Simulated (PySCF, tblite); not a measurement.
# C9H10NP: geometry, infrared bands and NMR shifts

What infrared bands and NMR shifts should C9H10NP (`C1=CP(c2ccncc2)CC1`) show?

Programs: tblite 0.8.0 and PySCF 2.14.0, with density-fitted response routines of our own. Each step states its level of theory. These are calculated values for one molecule in the gas phase, unless marked as measured. Atoms count from 0, in the outputs and in this text.

## Step 1: The starting structure

21 atoms, charge 0, multiplicity 1; geometry from: force field or distance geometry start.

Bonds of the start (Å): C0–C1 1.34, C1–P2 1.87, P2–C3 1.82, C3–C4 1.39, C4–C5 1.38, C5–N6 1.35, N6–C7 1.34, C7–C8 1.39, P2–C9 1.88, C9–C10 1.53, C10–C0 1.50, C8–C3 1.41, C0–H11 1.09, C1–H12 1.07, C4–H13 1.08, C5–H14 1.10, C7–H15 1.09, C8–H16 1.08, C9–H17 1.10, C9–H18 1.09, C10–H19 1.11, C10–H20 1.09.

## Step 2: Relaxing the molecule with GFN2-xTB

The job: settings as JSON, then the geometry in Å.

```
{"job": {"kind": "relax", "xc": "GFN2-xTB", "basis": "xTB"}, "charge": 0, "multiplicity": 1}
C     -2.340100     0.966600    -0.000100
C     -1.682200     1.186600    -1.149200
P     -0.686400    -0.326200    -1.626100
C      0.878200    -0.053600    -0.744400
C      1.363500     1.206100    -0.403200
C      2.573400     1.313300     0.250200
N      3.342300     0.261400     0.597700
C      2.879000    -0.953500     0.263700
C      1.676400    -1.168400    -0.400800
C     -1.645200    -1.351300    -0.382700
C     -2.195300    -0.374000     0.653100
H     -2.964000     1.734000     0.462000
H     -1.711000     2.117300    -1.678100
H      0.828900     2.112100    -0.666500
H      2.977500     2.294200     0.527000
H      3.506500    -1.792900     0.547500
H      1.374100    -2.174400    -0.650100
H     -1.049700    -2.153000     0.069800
H     -2.475000    -1.820100    -0.914400
H     -1.503900    -0.279200     1.513600
H     -3.155700    -0.728000     1.041400
```

Started as:

```console
$ OMP_NUM_THREADS=1 python probes_run.py task.json out
```

This one command runs all jobs of the session in turn.

**Question.** This job is followed by: GFN2-xTB harmonic vibrations, gas phase; GIAO PBE0/pcSseg-1 NMR shielding, non-relativistic, gas phase. What will the session give for the following? strongest single infrared mode (GFN2-xTB); zero-point energy (GFN2-xTB); 13C shifts against TMS (PBE0/pcSseg-1, means over atoms taken as alike); 1H shifts against TMS (PBE0/pcSseg-1, means over atoms taken as alike); 31P shifts against H3PO4 (PBE0/pcSseg-1); 15N shifts against NH3 (PBE0/pcSseg-1).

The runs gave:

| quantity | value |
| --- | --- |
| strongest single infrared mode (GFN2-xTB) | 1568 cm⁻¹, 141 km/mol |
| zero-point energy (GFN2-xTB) | 102.7 kcal/mol |
| 13C shifts against TMS (PBE0/pcSseg-1, means over atoms taken as alike) | 163.3, 154.8, 154.2, 137.0, 130.1, 38.1, 33.8 ppm |
| 1H shifts against TMS (PBE0/pcSseg-1, means over atoms taken as alike) | 8.77, 7.35, 6.93, 6.69, 2.53, 2.16 ppm |
| 31P shifts against H3PO4 (PBE0/pcSseg-1) | -19.9 ppm |
| 15N shifts against NH3 (PBE0/pcSseg-1) | 353.9 ppm |

**Reading.** Over 49 steps the energy fell by 0.144 eV; of the close pairs, C1–P2 changed most, 1.873 to 1.825 Å. All 57 modes are real, so the xTB geometry is a minimum. The strongest single mode, at 1568 cm⁻¹, is spread over several atoms, C5, C7, C8, C4 among them. GFN2-xTB is a fitted tight-binding method: band positions and strengths are rough. Its intensities can rank the bands wrongly. At PBE0/pcSseg-1: The widest tensor belongs to N6: span 707 ppm, with a paramagnetic part of -418 ppm. NICS(1)zz of -27 ppm above the planar ring from C3 marks a diatropic (aromatic) ring current.
